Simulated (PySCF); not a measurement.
**[Tl(H2O)]3+: other functionals and bases at one geometry**

An exercise on one series of results from a longer session: the logs are not shown, and one member is left open.

The runs use PySCF 2.14.0; several levels, as the steps say, no spin–orbit coupling.

1 further run of the same task is left out (for a known fault of the program).

### The system as given

4 atoms, charge 3, spin multiplicity 1.

Bond lengths: Tl1–O2 2.274 Å, O2–H3 1.031 Å, O2–H4 1.031 Å. Angles: Tl1–O2–H3 114.6°, Tl1–O2–H4 114.6°, H3–O2–H4 107.4°.

Coordinates:

| atom | x (Å) | y (Å) | z (Å) |
| --- | --- | --- | --- |
| Tl1 | 0.0000 | -0.0202 | -0.2490 |
| O2 | 0.0000 | 0.1233 | 2.0207 |
| H3 | 0.8308 | -0.2822 | 2.4766 |
| H4 | -0.8308 | -0.2822 | 2.4766 |

Formal oxidation states: Tl +3. An earlier session relaxed this geometry at PBE0, Tl def2-SVP with ECP60, O def2-SVP, H def2-SVP (singlet, point group Cs).

At PBE0 on the finer grid: E = -247.044948 Eh, HOMO -31.44 eV, LUMO -28.07 eV, Mulliken charge on Tl1 +2.15 e, largest force component 0.002 eV/Å. 

Levels to run: revPBE; BP86; PBE0, TZVP. Hardware: 2 threads of Arm Neoverse V1, shared host.

The first run:

Input file run.py (the lines that set the calculation):

```python
mol = gto.M(atom='''
Tl     0.00000    -0.02023    -0.24900
O      0.00000     0.12328     2.02072
H      0.83083    -0.28220     2.47660
H     -0.83083    -0.28220     2.47660''',
    basis={'Tl': 'def2-SVP', 'O': 'def2-SVP', 'H': 'def2-SVP'},
    ecp={'Tl': 'def2-SVP'},
    charge=3, spin=0)
mf = dft.RKS(mol, xc='PBE_R,PBE')
mf.grids.atom_grid = (75, 302)
mf = mf.density_fit()  # fitting sets: Tl def2-universal-JKFIT, O def2-universal-JKFIT, H def2-universal-JKFIT
mf.conv_tol = 1e-08; mf.max_cycle = 55
mf.kernel(dm0)  # dm0: the density of the relaxed state
```

Launch:

```bash
$ OMP_NUM_THREADS=2 python run.py
```

Among the steps run: revPBE; BP86; PBE0, TZVP.

One of the session's tables, all rows but one given; the rest of the session is left out.

| level | HOMO (eV) | gap (eV) | charge on Tl1 (e) | dipole (D) | largest force component (eV/Å) |
| --- | --- | --- | --- | --- | --- |
| PBE0 (relaxed here) | -31.44 | 3.37 | 2.15 | 7.66 | 0.00 |
| revPBE | -30.10 | 1.07 | 2.10 | 8.26 | 0.91 |
| BP86 | -30.33 | 1.06 | 2.09 | 8.36 | 0.74 |
| PBE0, TZVP | ? | ? | ? | ? | ? |

Q: Estimate the row for PBE0, TZVP from the others.

As computed: HOMO (eV): -31.46; gap (eV): 3.48; charge on Tl1 (e): 2.16; dipole (D): 7.82; largest force component (eV/Å): 0.49. In the column «HOMO (eV)» it is the lowest.

The dipole of a charged species depends on the origin, so these sizes hold for this origin alone.

In one basis the HOMO–LUMO gap runs from 1.06 eV (BP86) to 3.37 eV (PBE0). The largest leftover force, 0.91 eV/Å with revPBE, stands at a geometry relaxed at another level. Total energies of different levels can't be compared.
